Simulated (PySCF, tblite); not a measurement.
# C₂H₁₁AsSSi₂: geometry, infrared bands and NMR shifts

What infrared bands and NMR shifts should C₂H₁₁AsSSi₂ (`C[SiH2]S[Si@H](C)[AsH2]`) show?

Computed with tblite 0.8.0 and PySCF 2.14.0, with density-fitted response routines of our own, on a single molecule in the gas phase. Atoms count from 0, in the outputs and in this text.

### Step 1. Starting geometry

17 atoms, charge 0, multiplicity 1; geometry from: force field or distance geometry start.

Bonds of the start (Å): C0–Si1 1.86, Si1–S2 2.15, S2–Si3 2.14, Si3–C4 1.88, Si3–As5 2.31, C0–H6 1.11, C0–H7 1.10, C0–H8 1.11, Si1–H9 1.47, Si1–H10 1.45, Si3–H11 1.46, C4–H12 1.10, C4–H13 1.12, C4–H14 1.11, As5–H15 1.55, As5–H16 1.56.

### Step 2. Relaxing the molecule with GFN2-xTB

What the job is given:

```
{"job": {"kind": "relax", "xc": "GFN2-xTB", "basis": "xTB"}, "charge": 0, "multiplicity": 1}
C     -3.087900     0.247200     0.430100
Si    -1.934700    -1.008400    -0.305300
S     -0.144900    -0.975900     0.890400
Si     1.433000    -0.079000    -0.242500
C      3.011300    -0.934300     0.305700
As     1.453100     2.187000     0.216200
H     -3.943700    -0.240800     0.949000
H     -3.405200     0.938800    -0.365500
H     -2.529100     0.840200     1.180100
H     -2.558400    -2.334700    -0.234100
H     -1.681400    -0.691200    -1.700700
H      1.277600    -0.251600    -1.679300
H      3.852300    -0.724600    -0.379000
H      2.783300    -2.026900     0.324600
H      3.231500    -0.642100     1.352700
H      2.242500     3.004300    -0.835700
H     -0.006200     2.704000     0.382300
```

The run is started by

```bash
$ OMP_NUM_THREADS=1 python probes_run.py task.json out
```

One launch serves the whole session: the jobs run in the order shown.

**Question.** This job is followed by: GFN2-xTB harmonic vibrations, gas phase; GIAO PBE0/pcSseg-1 NMR shielding, non-relativistic, gas phase. What will the session give for the following? strongest single infrared mode (GFN2-xTB); zero-point energy (GFN2-xTB); 13C shifts against TMS (PBE0/pcSseg-1); 1H shifts against TMS (PBE0/pcSseg-1, means over atoms taken as alike); 29Si shifts against TMS (PBE0/pcSseg-1); 33S shifts against CS2 (PBE0/pcSseg-1); 75As shifts against AsH3 (PBE0/pcSseg-1).

The runs gave:

| quantity | value |
| --- | --- |
| strongest single infrared mode (GFN2-xTB) | 1931 cm⁻¹, 639 km/mol |
| zero-point energy (GFN2-xTB) | 72.2 kcal/mol |
| 13C shifts against TMS (PBE0/pcSseg-1) | 3.6, 2.5 ppm |
| 1H shifts against TMS (PBE0/pcSseg-1, means over atoms taken as alike) | 5.92, 4.86, 4.85, 1.93, 0.63, 0.40 ppm |
| 29Si shifts against TMS (PBE0/pcSseg-1) | 6.7, -30.5 ppm |
| 33S shifts against CS2 (PBE0/pcSseg-1) | -248 ppm |
| 75As shifts against AsH3 (PBE0/pcSseg-1) | 29 ppm |

What this shows: Over 145 steps the energy fell by 1.195 eV; of the close pairs, As5–H16 changed most, 1.557 to 1.502 Å. No mode is imaginary among the 45: a minimum at this level. The strongest single mode, at 1931 cm⁻¹, moves mainly H15. GFN2-xTB is a fitted tight-binding method: band positions and strengths are rough. Its intensities can rank the bands wrongly. At PBE0/pcSseg-1: Shielding is most anisotropic at As5 (span 225 ppm, paramagnetic term -922 ppm). Spin-orbit coupling is left out, which matters for shieldings and couplings at and beside the heavy atoms.
